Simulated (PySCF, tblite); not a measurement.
# C₉H₇Cl: geometry, infrared bands and NMR shifts

What infrared bands and NMR shifts should C₉H₇Cl (`C#CC1(C#C)C/C1=C\CCl`) show?

Computed with tblite 0.8.0 and PySCF 2.14.0, with density-fitted response routines of our own, on a single molecule in the gas phase. Atoms are numbered from 0 throughout.

## (1) The starting structure

17 atoms, charge 0, multiplicity 1; geometry from: force field or distance geometry start.

Bonds of the start (Å): C0–C1 1.21, C1–C2 1.47, C2–C3 1.48, C3–C4 1.19, C2–C5 1.50, C5–C6 1.50, C6–C7 1.34, C7–C8 1.49, C8–Cl9 1.77, C6–C2 1.46, C0–H10 1.07, C4–H11 1.07, C5–H12 1.11, C5–H13 1.10, C7–H14 1.08, C8–H15 1.12, C8–H16 1.10.

## (2) Geometry optimisation with GFN2-xTB

Job settings and geometry (Å):

```
{"job": {"kind": "relax", "xc": "GFN2-xTB", "basis": "xTB"}, "charge": 0, "multiplicity": 1}
C     -2.418100    -2.106100    -0.656400
C     -1.820300    -1.088700    -0.369100
C     -1.081500     0.129300    -0.017400
C     -1.690000     1.421900    -0.387100
C     -2.176800     2.478800    -0.651200
C     -0.429200     0.156900     1.338200
C      0.373600     0.002300     0.075600
C      1.612000    -0.145800    -0.400900
C      2.816400    -0.212500     0.469200
Cl     3.684400    -1.744700     0.286200
H     -2.956100    -2.997000    -0.906500
H     -2.610500     3.432200    -0.890900
H     -0.406900     1.140300     1.858800
H     -0.568100    -0.726600     1.975000
H      1.701800    -0.220800    -1.471300
H      2.463300    -0.105600     1.526900
H      3.499000     0.598000     0.159200
```

On the command line:

```sh
> OMP_NUM_THREADS=1 python probes_run.py task.json out
```

The driver reads the jobs from task.json and runs them one after another.

**Question.** This job is followed by: GFN2-xTB harmonic vibrations, gas phase; GIAO PBE0/pcSseg-1 NMR shielding, non-relativistic, gas phase. Predict these results of the whole session: strongest single infrared mode (GFN2-xTB); zero-point energy (GFN2-xTB); ¹³C shifts against TMS (PBE0/pcSseg-1, means over atoms taken as alike); ¹H shifts against TMS (PBE0/pcSseg-1, means over atoms taken as alike); ³⁵Cl shifts against HCl (PBE0/pcSseg-1); surface potential, 1st and 99th percentile.

As calculated:

| quantity | value |
| --- | --- |
| strongest single infrared mode (GFN2-xTB) | 652 cm⁻¹, 22 km/mol |
| zero-point energy (GFN2-xTB) | 75.2 kcal/mol |
| ¹³C shifts against TMS (PBE0/pcSseg-1, means over atoms taken as alike) | 140.5, 125.0, 87.1, 73.9, 50.9, 23.3, 8.7 ppm |
| ¹H shifts against TMS (PBE0/pcSseg-1, means over atoms taken as alike) | 6.59, 4.29, 1.76, 1.48 ppm |
| ³⁵Cl shifts against HCl (PBE0/pcSseg-1) | 127 ppm |
| surface potential, 1st and 99th percentile | -0.84 V and 1.45 V |

**Reading.** The optimisation took 60 steps and gained 0.305 eV; among the close pairs (by a distance rule), C5–C6 changed most, from 1.504 to 1.458 Å. All 45 modes are real, so the xTB geometry is a minimum. GFN2-xTB is a fitted tight-binding method: band positions and strengths are rough. Its intensities can rank the bands wrongly. H14 (hydrogen on an alkene CH) lies farthest downfield among hydrogen, at 6.59 ppm; a vinylic proton, deshielded by the sp2 carbon and the C=C anisotropy. At PBE0/pcSseg-1: Shielding is most anisotropic at Cl9 (span 457 ppm, paramagnetic term -321 ppm). By nearest atom (PBE0/pcSseg-1), the HOMO sits on C0, C4 about 20 % each; C1, C2, C3 about 11 % each and the LUMO on C6, C7 about 25 % each; Cl9 13 %.
